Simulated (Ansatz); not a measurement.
# BCl2O radical: how energies converge with the basis set

One table from this session's results is given with a row withheld; the runs are named, their logs left out.

The runs use Ansatz 0.2.0, Gaussian basis; one geometry, several basis sets.

Plan: PBE0-D4/def2-SVP; ωB97M-V/def2-SVP; PBE0-D4/def2-QZVPP; ωB97M-V/def2-QZVPP; the functionals' def2-TZVPP values are taken from earlier runs.

## The geometry

The geometry comes from an earlier relaxation with PBE0-D4 in a triple-zeta def2 set; it is a stationary point.

SMILES `[O]B(Cl)Cl`, 4 atoms, charge 0, spin multiplicity 2.

Atoms are counted from 1 here; the program's logs count them from 0.

Bond lengths: O1–B2 1.328 Å, B2–Cl3 1.744 Å, B2–Cl4 1.744 Å. Angles: O1–B2–Cl3 117.7°, O1–B2–Cl4 117.7°, Cl3–B2–Cl4 124.6°.

Set-up of the first run:

in.yaml reads:

```yaml
crystal:
  periodic: [false, false, false]
  atoms:
    - {symbol: O, position_ang: [0.159300, -1.173109, -0.780145]}
    - {symbol: B, position_ang: [0.021494, -0.075731, -0.045681]}
    - {symbol: Cl, position_ang: [-1.514182, 0.187787, 0.737841]}
    - {symbol: Cl, position_ang: [1.388889, 1.000853, 0.067685]}
basis:
  gaussian: {orbitals: def2-SVP}
magnetization: {spin_polarized: true, initial_magnetization: 1}
hamiltonian: {xc: pbe0, dispersion: d4}
output: {orbitals: {seedname: orbitals}}
```

Among the steps run: PBE0-D4 in def2-SVP; ωB97M-V in def2-SVP; PBE0-D4 in def2-QZVPP; ωB97M-V in def2-QZVPP.

One of the session's tables, all rows but one given; the rest of the session is left out.

It belongs to the step «Density functionals: the series». 

```
functional       basis  HOMO (eV)  LUMO (eV)
   PBE0-D4    def2-SVP      -9.52      -5.34
   PBE0-D4  def2-TZVPP      -9.66      -5.44
   PBE0-D4  def2-QZVPP          ?          ?
   ωB97M-V    def2-SVP     -11.68      -3.10
   ωB97M-V  def2-TZVPP     -11.87      -3.26
   ωB97M-V  def2-QZVPP     -11.91      -3.30
```

Estimate the missing values for PBE0-D4, def2-QZVPP.

The run gave: HOMO (eV): -9.69; LUMO (eV): -5.47. In the column «HOMO (eV)» it lies between ωB97M-V, def2-SVP (-11.68) and PBE0-D4, def2-TZVPP (-9.66).
